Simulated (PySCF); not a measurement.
# C3H6ClFSi: the cost of one run

Programs: PySCF 2.14.0, with density-fitted response routines of our own. Each step states its level of theory. These are calculated values for one molecule in the gas phase, unless marked as measured. Atoms count from 0, in the outputs and in this text.

## (1) Starting geometry

12 atoms, charge 0, multiplicity 1; geometry from: GFN2-xTB. The atoms were then displaced at random by about 0.01 Å, so the start is not that level's minimum.

Bonds of the start (Å): F0–Si1 1.63, Si1–C2 1.92, C2–C3 1.50, C3–C4 1.53, C4–Cl5 1.77, C4–Si1 1.92, Si1–H6 1.45, C2–H7 1.09, C2–H8 1.11, C3–H9 1.09, C3–H10 1.13, C4–H11 1.10.

## (2) Optimising the geometry at PBE0-D3(BJ)/def2-SVP

Job settings and geometry (Å):

```
{"job": {"xc": "PBE0", "basis": "def2-SVP", "d3": "d3bj", "grid": 1, "shake": 0.01, "kind": "geom"}, "charge": 0, "multiplicity": 1}
F      2.044140    -0.020510     1.715900
Si     1.309080    -0.257210     0.281560
C      0.194870     1.164630    -0.366820
C     -0.994570     0.250320    -0.386280
C     -0.475860    -0.948480     0.412760
Cl    -0.845210    -2.527100    -0.306490
H      2.313720    -0.933840    -0.521020
H      0.462350     1.611930    -1.328960
H      0.099120     1.989020     0.371980
H     -1.267100    -0.062150    -1.389290
H     -1.926510     0.690320     0.067120
H     -0.874340    -0.985200     1.440520
```

Run with:

```bash
$ OMP_NUM_THREADS=1 python probes_run.py task.json out
```

This one command runs all jobs of the session in turn.

Q: Estimate the wall time and peak memory of this first job on 1 thread of Arm Neoverse V1, shared host.

About 94 s, with a peak of 0.48 GiB.
